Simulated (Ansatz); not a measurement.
# Al3GaSb4: the band gap up the ladder of functionals

An exercise on one series of results from a longer session: the logs are not shown, and one member is left open.

Program: Ansatz 0.2.0. PAW datasets, plane waves. (Calculated; spin-unpolarised; the phase may be known or hypothetical.)

## Starting point

The cell was relaxed beforehand with r2SCAN.

It is orthorhombic, Amm2 (No. 38); conventional cell a = 4.364 Å, b = 8.723 Å, c = 12.322 Å, 29.32 Å³ an atom. Around Al lie 4 Sb at 2.67 Å; around Al lie 4 Sb at 2.67–2.68 Å; around Ga lie 4 Sb at 2.66–2.67 Å; around Sb lie 4 Al at 2.67 Å; around Sb lie 1 Ga at 2.66 Å and 3 Al at 2.67 Å.

As a file:

```cif
data_structure
_symmetry_space_group_name_H-M 'Amm2'
_symmetry_Int_Tables_number 38
_cell_length_a 4.3643
_cell_length_b 8.7233
_cell_length_c 12.3223
_cell_angle_alpha 90.000
_cell_angle_beta 90.000
_cell_angle_gamma 90.000
_cell_volume 469.12
loop_
_atom_site_label
_atom_site_type_symbol
_atom_site_symmetry_multiplicity
_atom_site_Wyckoff_symbol
_atom_site_fract_x
_atom_site_fract_y
_atom_site_fract_z
_atom_site_occupancy
Al1 Al 2 a 0.00000 0.50000 0.50013 1
Al2 Al 4 e 0.50000 0.25045 0.75002 1
Ga1 Ga 2 a 0.00000 0.50000 0.99996 1
Sb1 Sb 2 b 0.50000 0.50000 0.62489 1
Sb2 Sb 4 d 0.00000 0.25050 0.87521 1
Sb3 Sb 2 b 0.50000 0.50000 0.12455 1
```

Set-up of the first run:

input.yaml reads:

```yaml
crystal:
  lattice:
    - [4.3642860483, 0.0, 0.0]
    - [0.0, 4.3616282693, 6.1611587975]
    - [0.0, -4.3616282693, 6.1611587975]
  atoms:
    - { symbol: Al, position: [0.0, 0.0001320104, 0.0001320104] }
    - { symbol: Al, position: [0.5, 0.0004723597, 0.4995642552] }
    - { symbol: Al, position: [0.5, 0.4995642552, 0.0004723597] }
    - { symbol: Ga, position: [0.0, 0.4999636604, 0.4999636604] }
    - { symbol: Sb, position: [0.5, 0.1248869615, 0.1248869615] }
    - { symbol: Sb, position: [0.0, 0.1257137655, 0.6247142962] }
    - { symbol: Sb, position: [0.0, 0.6247142962, 0.1257137655] }
    - { symbol: Sb, position: [0.5, 0.6245526909, 0.6245526909] }
kpoints:
  mp_grid: { grid: [6, 4, 4] }
  band_path:
    path:
      - [[0.0, 0.0, 0.0], [3.406806242207e-19, 0.5, 0.5], [4.011117489298e-19, 0.6247111272564, 0.3752888727436]]
      - [[1.818532890338e-19, 0.3752888727436, -0.3752888727436], [0.0, 0.0, 0.0], [0.5, 9.205805794988e-19, 4.366895182955e-19], [0.5, 0.3752888727436, -0.3752888727436]]
      - [[0.5, 0.6247111272564, 0.3752888727436], [0.5, 0.5, 0.5], [3.406806242207e-19, 0.5, 0.5]]
      - [[0.0, 0.0, 0.0], [2.914825189818e-19, 0.5, -6.20595089322e-17], [0.5, 0.5, -6.20595089322e-17], [0.5, 9.205805794988e-19, 4.366895182955e-19], [0.5, 0.5, 0.5]]
    npoints: 10
hamiltonian:
  xc: pbe
scf:
  occupations: { method: fermi_dirac, width: 0.02 }
  n_extra_bands: 6
output:
  forces: true
  stress: true
  eigenvalues: true
```

The run is started by

```
$ ansatz run input.yaml --threads 4 --pin off --max-ram 6451MiB --backend cpu --events-out ev --progress --plain --runs-dir out
```

Steps of the session up to this table: PBE bands along the symmetry lines; Single point with r2SCAN; HSE06; Single point with PBE+SOC; PBE0 at the same geometry.

One table of the session follows, with a row left open; its other results are not shown here.

| level | gap (eV) |
| --- | --- |
| PBE | 0.52 |
| r2SCAN | 0.84 |
| HSE06 | 1.18 |
| PBE+SOC | ? |
| PBE0 | 1.81 |

**Question.** Estimate the row for PBE+SOC.

**Answer.** gap (eV): 0.31. In the column «gap (eV)» it is the lowest.

Meshes: PBE 6×4×4, r2SCAN 6×4×4, HSE06 4×2×2, PBE+SOC 6×4×4, PBE0 4×2×2

PBE reaches 44 % of the HSE06 value, and r2SCAN 71 %. PBE0 lies 0.63 eV above HSE06, which differs from it by screening the long-range exchange.

Caveats from the session: Warnings in the runs' records: stress scf threshold loose, stress exchange threshold loose.
